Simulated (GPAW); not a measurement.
# Nb2Pd (Fmmm) in GPAW: reference runs

Reference runs on Nb2Pd: the cell as given.

Program: GPAW 26.7.0. These are calculated values, not measurements. Logs are shortened: lines on timing, memory, paths and dates and some standing lists are left out, and cuts for length are marked. The log counts tension as positive stress, the text compression.

### Step 1. The structure

The structure is orthorhombic, space group Fmmm (No. 69). Conventional cell: a = 3.636 Å, b = 4.291 Å, c = 13.076 Å, α = 90.00°, β = 90.00°, γ = 90.00°. Pd (site symmetry mmm) is surrounded by 8 Nb at 2.79 to 3.02 Å and 4 Pd at 2.81 Å. Around Nb (site symmetry mm2) lie 4 Pd at 2.79 to 3.02 Å and 8 Nb at 2.81 to 3.14 Å.

The cell comes from a database or a generator and needn't be the stable form of this composition.

### Step 2. Single point, PBEsol

The input, run.py:

```python
from ase import Atoms
from ase.dft.bandgap import bandgap
from ase.io import write
from ase.units import Bohr, GPa
from gpaw import GPAW, PW, setup_paths
from gpaw.elf import elf_from_dft_calculation

setup_paths.insert(0, '.')

atoms = Atoms(['Pd', 'Nb', 'Nb'],
              cell=[[0.0, 2.1453865249, 6.5379233844],
                    [1.8181406, 0.0, 6.5379233844],
                    [1.8181406, 2.1453865249, 0.0]],
              scaled_positions=[[0.0, 0.0, 0.0],
                                [0.66232658, 0.66232658, 0.33767342],
                                [0.33767342, 0.33767342, 0.66232658]],
              pbc=True)

calc = GPAW(mode=PW(600),
            xc='PBEsol',
            kpts={'size': (10, 10, 10), 'gamma': True},
            occupations={'name': 'fermi-dirac', 'width': 0.05},
            nbands=38,
            convergence={'density': 1e-05, 'energy': 1e-05},
            maxiter=150,
            txt='gpaw.txt')
atoms.calc = calc
energy = atoms.get_potential_energy()
forces = atoms.get_forces()
stress = atoms.get_stress()
calc.write('gs.gpw')
write('result.traj', atoms)
print(f'Energy: {energy:.6f} eV')
print('Forces (eV/A):')
print(forces.round(4))
print('Stress (GPa):', (stress / GPa).round(3))
print('Fermi level:', round(calc.get_fermi_level(), 4), 'eV')
print(f'Gap: {bandgap(calc)[0]:.4f} eV, direct: {bandgap(calc, direct=True)[0]:.4f} eV')

# fields on the real-space grid
write('density.cube', atoms, data=calc.get_pseudo_density() * Bohr**3)
write('potential.cube', atoms, data=calc.get_electrostatic_potential())
write('elf.cube', atoms, data=elf_from_dft_calculation(calc).data)
```

Potentials or basis: PAW data sets generated in the run's folder for this functional, pw.

Command:

```bash
gpaw-setup -f PBEsol Nb Pd
OMP_NUM_THREADS=1 python run.py
```

gpaw.txt:

```text
__  _  _
 | _ |_)|_||  |
 |__||  | ||/\| - 26.7.0

Input parameters:
  mode=PW(ecut=600.0),
  convergence={'density': 1e-05, 'energy': 1e-05},
  kpts=MonkhorstPack(size=(10, 10, 10), gamma=True),
  maxiter=150,
  nbands=38,
  occupations=Occupations(name='fermi-dirac', width=0.05),
  xc=XC(name='PBEsol')

Diagonalizing LCAO Hamiltonian
Converting LCAO to pw mode

             Nb

             Nb

       Pd

Atoms  # Å, Bohr magnetons
|   | symbol |        x |        y |        z |    initial magnetic moments |
|---|--------|----------|----------|----------|-----------------------------|
| 0 |     Pd | 0.000000 | 0.000000 | 0.000000 | ( 0.0000,  0.0000,  0.0000) |
| 1 |     Nb | 1.818141 | 2.145387 | 8.660481 | ( 0.0000,  0.0000,  0.0000) |
| 2 |     Nb | 1.818141 | 2.145387 | 4.415366 | ( 0.0000,  0.0000,  0.0000) |

Unit cell  # Å
| periodic |        x |        y |        z |  lengths |    angles |
|----------|----------|----------|----------|----------|-----------|
|      yes | 0.000000 | 2.145387 | 6.537923 | 6.880925 | 80.024919 |
|      yes | 1.818141 | 0.000000 | 6.537923 | 6.786021 | 76.239704 |
|      yes | 1.818141 | 2.145387 | 0.000000 | 2.812173 | 23.735377 |

Number of symmetries: 8
Symmetry operations  # r_c * U_cc + t_c -> r_c
|   | kind |            matrix            |
|---|------|------------------------------|
| 0 |  σ   |  1, 0, 0,  1, 0,-1,  1,-1, 0 |
| 1 |  E   |  1, 0, 0,  0, 1, 0,  0, 0, 1 |
| 2 |  C2  |  0, 1,-1,  1, 0,-1,  0, 0,-1 |
| 3 |  σ   |  0, 1,-1,  0, 1, 0, -1, 1, 0 |
| 4 |  C2  |  0,-1, 1,  0,-1, 0,  1,-1, 0 |
| 5 |  σ   |  0,-1, 1, -1, 0, 1,  0, 0, 1 |
| 6 |  i   | -1, 0, 0,  0,-1, 0,  0, 0,-1 |
| 7 |  C2  | -1, 0, 0, -1, 0, 1, -1, 1, 0 |

BZ-sampling:
  Number of BZ points: 1000
  Number of IBZ points: 171

  Monkhorst-Pack size: [10, 10, 10]
  Monkhorst-Pack shift: [0.05, 0.05, 0.05]

K-points  # in reciprocal-cell coordinates
|     |                                coordinates |     weight |
|-----|--------------------------------------------|------------|
|   0 | (  0.00000000,   0.00000000,   0.00000000) | 0.00100000 |
|   1 | (  0.00000000,   0.10000000,   0.10000000) | 0.00200000 |
|   2 | (  0.00000000,   0.20000000,   0.20000000) | 0.00200000 |
|   3 | (  0.00000000,   0.30000000,   0.30000000) | 0.00200000 |
|   4 | (  0.00000000,   0.40000000,   0.40000000) | 0.00200000 |
|   5 | (  0.00000000,   0.50000000,   0.50000000) | 0.00100000 |
|   6 | (  0.10000000,  -0.40000000,   0.50000000) | 0.00200000 |
|   7 | (  0.10000000,   0.00000000,   0.10000000) | 0.00200000 |
|   8 | (  0.10000000,   0.10000000,   0.00000000) | 0.00200000 |
|   9 | (  0.10000000,   0.10000000,   0.10000000) | 0.00800000 |
| ... |                                            |            |
| 170 | (  0.50000000,   0.50000000,   0.50000000) | 0.00400000 |

Plane wave coefficients: 1730
Cutoff: 600.0 eV

Spin-components: 1 (collinear spins)
Bands:           38
Projectors:      18
Spin-degeneracy: 2
Datatype:        complex128

Parallelization:
  kpt:    1
  domain: 1
  band:   1

Density:
  Valence electrons: 42.0
  Components: 1
  Grid points: [40 40 40]
  Charge: 0.0  # |e|

Potential:
  Grid points: [40 40 40]

species:
  Pd:
    name:    Palladium
    Z:       46.0
    valence: 16
    core:    30
    charge:  0.0  # [|e|]
    compensation charges:
      type: gauss
      rc: 0.38  # [Å]
      lmax: 2
    cutoffs:
      filter: 2.38  # [Å]
      core: 2.28  # [Å]
    projectors
    | kind |    occ | energy [eV] | rcut [Å] |
    |------|--------|-------------|----------|
    |   5s |  0.000 |      -3.290 |    1.228 |
    |   4p |  6.000 |     -51.151 |    1.360 |
    |   5p |  0.000 |      -0.235 |    1.360 |
    |   4d | 10.000 |      -4.049 |    1.228 |
    |    s |        |      23.922 |    1.228 |
    |    d |        |      23.162 |    1.228 |

    Using partial waves for Pd as LCAO basis

  Nb:
    name:    Niobium
    Z:       41.0
    valence: 13
    core:    28
    charge:  0.0  # [|e|]
    compensation charges:
      type: gauss
      rc: 0.40  # [Å]
      lmax: 2
    cutoffs:
      filter: 2.35  # [Å]
      core: 1.51  # [Å]
    projectors
    | kind |    occ | energy [eV] | rcut [Å] |
    |------|--------|-------------|----------|
    |   4s |  2.000 |     -58.318 |    1.323 |
    |   5s |  1.000 |      -4.011 |    1.323 |
    |   4p |  6.000 |     -34.497 |    1.323 |
    |   5p |  0.000 |      -1.086 |    1.323 |
    |   4d |  4.000 |      -3.056 |    1.244 |
    |    d |        |      24.155 |    1.244 |

    Using partial waves for Nb as LCAO basis

Reference energy: -344857.824182  # eV

eigensolver:
  PPCG
  Converge bands: occupied
  niter=2

density mixing:
  MSR1-Mixer
  Pratt-step length: 0.05
  Maximum mixing coefficient: 0.75
  Old densities: 10
  SVD Regularization: 0.005
  Good broyden scale: 1.0
  Trust region scale: 1.0
  Backstep threshold: 4.0
  History deletion threshold: 6.0
  Fourier metric: weight=20.0, sigma=0.015

occupation numbers:
  Fermi-Dirac:
    width: 0.0500  # eV

poisson solver:
  ecut: 4800.0  # eV

xc functional:
  name: PBEsol with 2 nearest neighbor stencil

convergence criteria:
- Maximum integral of absolute [dens]ity change: 1e-05 electrons / valence electron
- Maximum [total energy] change in last 3 cyles: 1e-05 eV / valence electron
- Maximum integral of absolute [eigenst]ate change: 4e-08 eV^2 / valence electron
maximum number of iterations: 150

SCF iterations
|iter     | |      energy | eigst |  dens |
|---------|-|-------------|-------|-------|
|iter:   1| |  -33.982841 | +0.29 |       |
|iter:   2| |  -29.643859 | -1.34 | -0.83 |
|iter:   3| |  -28.681560 | -2.00 | -1.00 |
|iter:   4| |  -27.783628 | -1.70 | -1.12 |
|iter:   5| |  -27.525575 | -1.96 | -1.42 |
|iter:   6| |  -27.483350 | -3.05 | -1.82 |
|iter:   7| |  -27.481943 | -3.69 | -2.12 |
|iter:   8| |  -27.479134 | -4.43 | -2.39 |
|iter:   9| |  -27.477746 | -4.92 | -2.71 |
|iter:  10| |  -27.477504 | -5.72 | -3.12 |
|iter:  11| |  -27.477458c| -6.21 | -3.57 |
|iter:  12| |  -27.477458c| -7.67c| -4.70 |
|iter:  13| |  -27.477458c| -7.83c| -5.41c|

Converged in 13 steps
Energy contributions relative to reference atoms: (reference = -344857.824182)

Energy contributions:
  Kinetic:         -16.635068
  Coulomb:           0.945978
  Zero:             -0.217448
  External:          0.000000
  Xc:              -11.562839
  Entropy:          -0.016161
  Spinorbit:         0.000000
  ----------------------------
  Free energy:     -27.485538
  Extrapolated:    -27.477458

dipole moment: (-10.915634, -12.880332, -39.251960)  # |e|*Ang

Fermi level: 10.927
Eigenvalues  # (at kpt = [0.000, 0.000, 0.000])
| band index |      eig [eV] | occ [0-2] |
|------------|---------------|-----------|
|          0 |       -43.698 |     2.000 |
|        ... |               |           |
|         13 |         6.450 |     2.000 |
|         14 |         7.005 |     2.000 |
|         15 |         8.195 |     2.000 |
|         16 |         8.451 |     2.000 |
|         17 |         8.842 |     2.000 |
|         18 |         9.332 |     2.000 |
[... 8 lines left out ...]
|         27 |        14.861 |     0.000 |
|         28 |        15.219 |     0.000 |
|        ... |               |           |
|         37 |        28.424 |     0.000 |

No gap
No difference between direct/indirect transitions

Forces  # eV/Ang
|       x |       y |        z |
|---------|---------|----------|
| 0.00000 | 0.00000 |  0.00000 |  # Pd   0
| 0.00000 | 0.00000 | -0.00309 |  # Nb   1
| 0.00000 | 0.00000 |  0.00309 |  # Nb   2

Stress tensor  # eV/Ang^3
|         x |         y |         z |
|-----------|-----------|-----------|
|  0.044881 |  0.000000 | -0.000000 |
|  0.000000 |  0.046718 | -0.000000 |
| -0.000000 | -0.000000 |  0.044340 |

# Writing to gs.gpw (mode='')
```

It took 14 min on 1 thread of Arm Neoverse V2, shared host; peak memory 0.53 GiB.

What came out:

| Item | Value |
| --- | --- |
| Free energy | -27.4855 eV |
| Pressure | -7.3 GPa |
| Largest force | 0.003 eV/Å |
| Band gap on the k mesh | none (metal or under the smearing width) |

Forces in eV/Å, atoms in the order of the input:
```
Pd   0.000  0.000  0.000
Nb   0.000  0.000 -0.003
Nb   0.000  0.000  0.003
```

Stress tensor (GPa, compression positive):
```
-7.19  0.00  0.00
 0.00 -7.49  0.00
 0.00  0.00 -7.10
```

Caveat: the program warned that so skewed a cell can give wrong results.
